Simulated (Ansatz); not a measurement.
**SbH₄− (triplet): wave-function methods side by side at a displaced geometry (v1), def2-SVPD**

An exercise on one series of results from a longer session: the logs are not shown, and one member is left open.

Method: def2-SVPD, core rule «outside noble gas», up to 9 orbitals frozen; program: Ansatz 0.2.0, Gaussian basis.

To be run: UHF; CCSD(T) on ROHF; CCSD(T) on UHF; BCCD(T) on ROHF; CISD; CCSDT(Q) on ROHF; CCSDT(Q) on UHF; CASSCF and MRCISD+Q, 10 electrons in 8 orbitals; CASSCF and NEVPT2, 10 electrons in 8 orbitals.

24 further runs of the same task are left out: 9 that didn't finish, 15 set aside as unsound or not needed.

### The geometry

The geometry is a PBE0/def2-TZVPD stationary point (not a proven minimum) with its atoms shifted at random (size 0.040 Å). No spin-orbit coupling is included. Elements past krypton take def2 core potentials.

5 atoms, charge -1, spin multiplicity 3.

Atoms are counted from 1 here; the program's logs count them from 0.

Bond lengths: Sb1–H2 1.854 Å, Sb1–H3 1.794 Å, Sb1–H4 1.888 Å, Sb1–H5 1.902 Å. Angles: H2–Sb1–H3 93.2°, H2–Sb1–H4 94.5°, H2–Sb1–H5 156.0°, H3–Sb1–H4 151.8°, H3–Sb1–H5 93.3°, H4–Sb1–H5 90.5°.

The first run:

Contents of in.yaml:

```yaml
crystal:
  periodic: [false, false, false]
  atoms:
    - {symbol: Sb, position_ang: [0.000860, -0.000031, 0.001317]}
    - {symbol: H, position_ang: [0.355970, 1.277681, 1.297093]}
    - {symbol: H, position_ang: [-0.486994, -1.234451, 1.208653]}
    - {symbol: H, position_ang: [-0.401429, 1.260720, -1.345235]}
    - {symbol: H, position_ang: [0.428515, -1.300165, -1.319581]}
basis:
  gaussian: {orbitals: def2-SVPD}
total_charge: -1
magnetization: {spin_polarized: true, initial_magnetization: 2}
hamiltonian: {xc: hf}
output: {orbitals: {seedname: orbitals}}
```

Launch:

```bash
$ ansatz run in.yaml --threads 1 --pin off --events-out ev --progress --plain --max-ram 2393MiB
```

Among the steps run: UHF; CCSD(T) on ROHF; CCSD(T) on UHF; BCCD(T) on ROHF; CISD; CCSDT(Q) on ROHF; CCSDT(Q) on UHF; CASSCF and MRCISD+Q, 10 electrons in 8 orbitals; CASSCF and NEVPT2, 10 electrons in 8 orbitals.

One table of the session follows, with a row left open; its other results are not shown here.

It belongs to the step «Misses and costs». 

| method | from UCCSDT(Q) (meV) |
| --- | --- |
| ROHF | +5186.6 |
| UHF | +4976.9 |
| RMP2 | ? |
| UMP2 | +1179.1 |
| CISD | +573.0 |
| RCCSD | +203.8 |
| UCCSD | +195.2 |
| RCCSD(T) | +44.1 |
| UCCSD(T) | +41.9 |
| BCCD(T) | +44.2 |
| RCCSDT | +9.9 |
| UCCSDT | +6.4 |
| RCCSDT(Q) | +3.7 |
| UCCSDT(Q) | 0 |
| CASSCF valence | +4150.0 |
| NEVPT2 valence | +1111.7 |
| MRCISD valence | +373.4 |
| MRCISD+Q valence | +23.0 |

Estimate the missing values for RMP2.

The run gave: from UCCSDT(Q) (meV): +1147.9. In the column «from UCCSDT(Q) (meV)» it lies between NEVPT2 valence (+1111.7) and UMP2 (+1179.1).

To keep in mind: Restricted and unrestricted rows rest on different reference determinants; where their highest levels disagree by more than a few hundredths of an eV, they describe different states and don't form one ladder.
